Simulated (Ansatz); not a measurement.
# CaZrF6: the cost of one run

Program: Ansatz 0.2.0. Level of theory: DFT PBEsol, scalar-relativistic, plane waves, PAW. These are calculated values, not measurements.

## (1) The starting structure

It takes space group Fm-3m (No. 225, cubic). The conventional cell has a = 8.537 Å, b = 8.537 Å, c = 8.537 Å, α = 90.00°, β = 90.00°, γ = 90.00°. Ca (site symmetry m-3m) is surrounded by 6 F at 2.25 Å. Around Zr (site symmetry m-3m) lie 6 F at 2.02 Å. F (site symmetry 4mm) is surrounded by 1 Zr at 2.02 Å and 1 Ca at 2.25 Å.

As a file:

```cif
data_structure
_symmetry_space_group_name_H-M 'Fm-3m'
_symmetry_Int_Tables_number 225
_cell_length_a 8.5367
_cell_length_b 8.5367
_cell_length_c 8.5367
_cell_angle_alpha 90.000
_cell_angle_beta 90.000
_cell_angle_gamma 90.000
_cell_volume 622.11
loop_
_atom_site_label
_atom_site_type_symbol
_atom_site_symmetry_multiplicity
_atom_site_Wyckoff_symbol
_atom_site_fract_x
_atom_site_fract_y
_atom_site_fract_z
_atom_site_occupancy
Ca1 Ca 4 b 0.50000 0.00000 0.00000 1
Zr1 Zr 4 a 0.00000 0.00000 0.00000 1
F1 F 24 e 0.23619 0.00000 0.00000 1
```

The structure comes from the Materials Project (structure only).

(A quick probe on a coarse mesh, which set the mesh and smearing, is not shown.)

## (3) Relaxing cell and atoms

File input.yaml:

```yaml
crystal:
  lattice:
    - [0.0, 4.2683495, 4.2683495]
    - [4.2683495, 0.0, 4.2683495]
    - [4.2683495, 4.2683495, 0.0]
  atoms:
    - { symbol: Ca, position: [0.5, 0.5, 0.5] }
    - { symbol: Zr, position: [0.0, 0.0, 0.0] }
    - { symbol: F, position: [0.76381211, 0.23618789, 0.23618789] }
    - { symbol: F, position: [0.23618789, 0.76381211, 0.76381211] }
    - { symbol: F, position: [0.23618789, 0.76381211, 0.23618789] }
    - { symbol: F, position: [0.76381211, 0.23618789, 0.76381211] }
    - { symbol: F, position: [0.23618789, 0.23618789, 0.76381211] }
    - { symbol: F, position: [0.76381211, 0.76381211, 0.23618789] }
basis:
  ecutwfc: 420
kpoints:
  mp_grid: { grid: [6, 6, 6] }
hamiltonian:
  xc: pbesol
scf:
  occupations: { method: gaussian, width: 0.02 }
output:
  forces: true
  stress: true
  eigenvalues: true
relax:
  adjacent_minimum: "off"
  f_tol: 0.005
  max_steps: 80
  cell: { stress_tol: 0.05 }
```

Run with:

```console
$ ansatz run input.yaml --threads 2 --pin off --max-ram 5120MiB --backend cpu --events-out ev --progress --plain --runs-dir out
```

What time and memory should one allow on 2 threads of AMD EPYC 7R43 (Zen 3), shared host?

About 13 s, with a peak of 0.56 GiB.
